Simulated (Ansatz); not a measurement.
**PH3 (phosphine): PBE-QIDH/aug-cc-pVTZ**

Aim: the electronic atomisation energy of PH3 (phosphine) at PBE-QIDH/aug-cc-pVTZ, from 3 runs. 

The results are computed with Ansatz 0.2.0.

34 further runs of the same task are left out: 34 set aside as unsound or not needed.

## 1. The molecule

PH3 has 4 atoms, charge 0, and is taken as a singlet. As SMILES, `P`. The coordinates come from a PBE0-D4/def2-TZVP relaxation.

Bond lengths: P1–H2 1.420 Å, P1–H3 1.420 Å, P1–H4 1.420 Å. Angles: H2–P1–H3 93.1°, H2–P1–H4 93.1°, H3–P1–H4 93.1°.

## 2. A single-point energy at PBE-QIDH/aug-cc-pVTZ

Input file in.yaml:

```yaml
crystal:
  periodic: [false, false, false]
  atoms:
    - {symbol: P, position_ang: [0.346000, -0.326500, -0.332800]}
    - {symbol: H, position_ang: [0.630900, -0.034000, 1.027000]}
    - {symbol: H, position_ang: [-1.005500, -0.663000, -0.057200]}
    - {symbol: H, position_ang: [0.028700, 1.023500, -0.636900]}
basis:
  gaussian:
    orbitals: aug-cc-pVTZ
hamiltonian:
  xc: {name: PBE-QIDH}
correlation:
  frozen_orbitals: {H: 0, P: 5}
accuracy: high
output: {orbitals: {seedname: orbitals}}
```

On the command line:

```console
$ ansatz run in.yaml --threads 1 --pin off --max-ram 3480MiB --events-out events.jsonl --progress --plain --runs-dir runs
```

The program printed:

```text
Warning: RAYON_NUM_THREADS=1 ignored (pool sized by the plan → 1); use --threads N
Functional definition: PBE-QIDH
  name "PBE-QIDH"
  parameter a = 3^(-1/3)
  parameter c = 1/3
  exchange = (1 - a)*pbe_x + a*exact_x
  correlation = (1 - c)*pbe_c + c*(mp2_os + mp2_ss)
1842 factors; integrals over basis functions are off by at most 3.1e-9 eV
mean field evaluation 1: about -9329.6206 eV, gradient 8.5e0 eV
mean field evaluation 2: about -9329.6214 eV, gradient 8.5e0 eV
mean field evaluation 4: about -9329.9526 eV, gradient 8.1e-1 eV
mean field evaluation 8: about -9329.9570 eV, gradient 5.3e-3 eV
mean field evaluation 16: about -9329.9570 eV, gradient 2.8e-7 eV
mean field -9329.95702408 eV, -342.8695965631 hartree, gradient 7.0e-8 eV, S^2 0.000000; 0 other end points of the search recorded, 0 dependent functions left out
5 core orbitals not correlated: weight in the atoms' cores, before any rotation towards them, 1.000 or more for the frozen orbitals, at most 0.000 for the correlated occupied ones
reference -9329.95702566 eV, -342.8695966209 hartree; 4, 4 occupied and 110, 110 virtual orbitals, 1842 factors
second order -5.39944742 eV of doubles, -0.00000000 eV of singles
Total energy: -9331.75684146 eV, -342.9357386318 hartree
```

Run time: 5.1 s. Hardware: 1 thread of Intel Xeon Platinum 8488C (Sapphire Rapids), shared host; peak memory 0.3 GiB.

## 3. The H atom

Input file molecule.yaml:

```yaml
crystal:
  periodic: [false, false, false]
  atoms:
    - symbol: H
      position_ang: [0.000000, 0.000000, 0.000000]
basis:
  gaussian:
    orbitals: aug-cc-pVTZ
magnetization:
  spin_polarized: true
  initial_magnetization: 1
hamiltonian:
  xc: {name: PBE-QIDH}
correlation:
  frozen_orbitals: {H: 0}
accuracy: high
```

Run the same way, it converges to -0.50183 Eh (log not shown).

## 4. The P atom at the same level

Input file run.yaml:

```yaml
crystal:
  periodic: [false, false, false]
  atoms:
    - {symbol: P, position_ang: [0.000000, 0.000000, 0.000000]}
basis:
  gaussian:
    orbitals: aug-cc-pVTZ
magnetization:
  spin_polarized: true
  initial_magnetization: 3
hamiltonian:
  xc: {name: PBE-QIDH}
correlation:
  frozen_orbitals: {P: 5}
accuracy: high
```

On the command line:

```console
$ ansatz run run.yaml --threads 1 --pin off --max-ram 3480MiB --events-out events.jsonl --progress --plain --runs-dir runs
```

The program printed, cut to the lines that bear on the results:

```text
Warning: RAYON_NUM_THREADS=1 ignored (pool sized by the plan → 1); use --threads N
[... 2 set-up lines as earlier in the session ...]
[...]
487 factors; integrals over basis functions are off by at most 2.4e-9 eV
[...]
mean field -9279.76586558 eV, -341.0251055090 hartree, gradient 2.1e-8 eV, S^2 3.750350; 0 other end points of the search recorded, 0 dependent functions left out
5 core orbitals not correlated: weight in the atoms' cores, before any rotation towards them, 1.000 or more for the frozen orbitals, at most 0.000 for the correlated occupied ones
reference -9279.76586693 eV, -341.0251055585 hartree; 4, 1 occupied and 41, 44 virtual orbitals, 487 factors
second order -2.62114178 eV of doubles, -0.00000000 eV of singles
Total energy: -9280.63958086 eV, -341.0572139532 hartree
```

It took 1 s on 1 thread of Intel Xeon Platinum 8488C (Sapphire Rapids), shared host; peak memory 0.12 GiB.

## 5. Outcome

Level: PBE-QIDH/aug-cc-pVTZ, 5 core orbitals frozen.

```
                                     quantity          value
                       molecule: total energy  -342.93574 Eh
  molecule: HOMO energy (SCF part's orbitals)       -9.70 eV
  molecule: LUMO energy (SCF part's orbitals)        0.47 eV
molecule: HOMO–LUMO gap (SCF part's orbitals)       10.17 eV
                         H atom: total energy    -0.50183 Eh
                                 H atom: ⟨S²⟩          0.750
                         P atom: total energy  -341.05721 Eh
                                 P atom: ⟨S²⟩          3.750
                electronic atomisation energy      10.151 eV
```

Taking the molecule apart into free atoms costs 10.15 eV (979 kJ/mol), before zero-point energy and without spin-orbit coupling.
